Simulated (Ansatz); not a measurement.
**Si2HF5: basis-set convergence**

The task here is to estimate one member of a computed series from the others.

Computed with Ansatz 0.2.0, Gaussian basis. Level: one geometry, several basis sets.

Plan: PBE0-D4/def2-SVP; ωB97M-V/def2-SVP; PBE0-D4/def2-QZVPP; ωB97M-V/def2-QZVPP; the functionals' def2-TZVPP values are taken from earlier runs.

**Structure used throughout**

An earlier PBE0-D4 in a triple-zeta def2 set relaxation fixed the geometry.

8 atoms, charge 0, spin multiplicity 1.

Atoms are counted from 1 here; the program's logs count them from 0.

Bond lengths: F1–Si2 1.586 Å, Si2–F3 1.586 Å, Si2–Si4 2.346 Å, Si2–H8 1.477 Å, Si4–F5 1.578 Å, Si4–F6 1.578 Å, Si4–F7 1.576 Å. Angles: F1–Si2–F3 108.2°, F1–Si2–Si4 108.0°, F1–Si2–H8 108.7°, F3–Si2–Si4 108.1°, F3–Si2–H8 108.7°, Si4–Si2–H8 115.0°, Si2–Si4–F5 110.7°, Si2–Si4–F6 110.7°, Si2–Si4–F7 112.0°, F5–Si4–F6 107.5°, F5–Si4–F7 107.9°, F6–Si4–F7 107.9°.

The first run:

The input, in.yaml:

```yaml
crystal:
  periodic: [false, false, false]
  atoms:
    - {symbol: F, position_ang: [1.201878, -0.680952, 1.775009]}
    - {symbol: Si, position_ang: [0.187475, -1.009928, 0.600950]}
    - {symbol: F, position_ang: [0.882303, -2.044051, -0.380601]}
    - {symbol: Si, position_ang: [-0.210225, 0.970450, -0.592200]}
    - {symbol: F, position_ang: [-1.186790, 0.705731, -1.803736]}
    - {symbol: F, position_ang: [-0.886617, 2.054215, 0.334948]}
    - {symbol: F, position_ang: [1.119761, 1.589473, -1.169194]}
    - {symbol: H, position_ang: [-1.015483, -1.642136, 1.179124]}
basis:
  gaussian: {orbitals: def2-SVP}
hamiltonian: {xc: pbe0, dispersion: d4}
output: {orbitals: {seedname: orbitals}}
```

Steps of the session up to this table: PBE0-D4 in def2-SVP; ωB97M-V in def2-SVP; PBE0-D4 in def2-QZVPP; ωB97M-V in def2-QZVPP.

One of the session's tables, all rows but one given; the rest of the session is left out.

It belongs to the step «Density functionals: the series». 

```
functional       basis  HOMO (eV)
   PBE0-D4    def2-SVP      -9.41
   PBE0-D4  def2-TZVPP      -9.53
   PBE0-D4  def2-QZVPP      -9.56
   ωB97M-V    def2-SVP     -11.49
   ωB97M-V  def2-TZVPP     -11.63
   ωB97M-V  def2-QZVPP          ?
```

Q: Estimate the row for ωB97M-V, def2-QZVPP from the others.

As computed: HOMO (eV): -11.67. In the column «HOMO (eV)» it is the lowest.
